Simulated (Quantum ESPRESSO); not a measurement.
Set up this calculation in Quantum ESPRESSO 7.5, as the native input.

```yaml
Task: relaxation of cell and atoms
Functional: LDA
Potentials_or_basis: PseudoDojo 0.4.1 SR LDA standard
Cutoff: 1143 eV
Density_cutoff: 4572 eV
k_mesh: 10 × 10 × 10
Occupations: gaussian, width 0.05 eV
Spin: no spin polarisation
Target_pressure: 6 GPa
Form_of_the_LDA_correlation: PW92
Mixing_beta: 0.5
Most_SCF_iterations: 120
SCF_threshold: 4e-10 Ry
Most_ionic_steps: 40
Forc_conv_thr: 0.0004 Ry/bohr
Etot_conv_thr: 1e-05 Ry
Ion_dynamics: bfgs
Cell_dynamics: bfgs
Press_conv_thr: 0.3 kbar
```

GaSb:

```
Ga Sb
1.0
     0.00000    3.04800    3.04800
     3.04800    0.00000    3.04800
     3.04800    3.04800    0.00000
Ga Sb
1 1
Direct
  0.00000 0.00000 0.00000
  0.25000 0.25000 0.25000
```

The cell was built by a generator and isn't the measured one.

These files were run (other wordings do the same):

pw.in

```
&CONTROL
  calculation = 'vc-relax'
  prefix = 'pwscf'
  outdir = './tmp'
  pseudo_dir = './pseudo'
  tprnfor = .true.
  tstress = .true.
  disk_io = 'low'
  nstep = 40
  forc_conv_thr = 0.0004
  etot_conv_thr = 1d-05
/
&SYSTEM
  ibrav = 0
  nat = 2
  ntyp = 2
  ecutwfc = 84
  nbnd = 21
  occupations = 'smearing'
  smearing = 'gaussian'
  degauss = 0.00367493
/
&ELECTRONS
  conv_thr = 4d-10
  electron_maxstep = 120
  mixing_beta = 0.5
/
&IONS
  ion_dynamics = 'bfgs'
/
&CELL
  cell_dynamics = 'bfgs'
  press = 60
  press_conv_thr = 0.3
/
ATOMIC_SPECIES
Ga    69.7230 Ga.upf
Sb   121.7600 Sb.upf
CELL_PARAMETERS angstrom
   0.0000000000    3.0480000000    3.0480000000
   3.0480000000    0.0000000000    3.0480000000
   3.0480000000    3.0480000000    0.0000000000
ATOMIC_POSITIONS crystal
Ga     0.0000000000    0.0000000000    0.0000000000
Sb     0.2500000000    0.2500000000    0.2500000000
K_POINTS automatic
10 10 10 0 0 0
```

Potentials or basis: PseudoDojo 0.4.1 SR LDA standard.

Launch:

```bash
$ OMP_NUM_THREADS=1 pw.x -in pw.in > pw.out
```

It gave:

```json
{
  "Relaxed volume": "25.33 Å³/atom",
  "Relaxed cell": "a = 4.153 Å, b = 4.153 Å, c = 4.153 Å, α = 60.00°, β = 60.00°, γ = 60.00°",
  "Space group after relaxing (to 0.05 Å)": "F-43m (No. 216)",
  "Energy change on relaxing (the enthalpy is what falls)": "+36.8 meV/atom",
  "Ionic steps": "5",
  "Pressure after relaxing": "6.0 GPa",
  "Band gap on the k mesh": "0.56 eV, indirect (least direct gap 0.74 eV)"
}
```

Caveat: spin-orbit coupling is left out, which moves the levels of the heavy elements.

Wall time 11 min on 1 thread of AMD EPYC 7571, with other jobs on the host, peak memory 0.14 GiB.
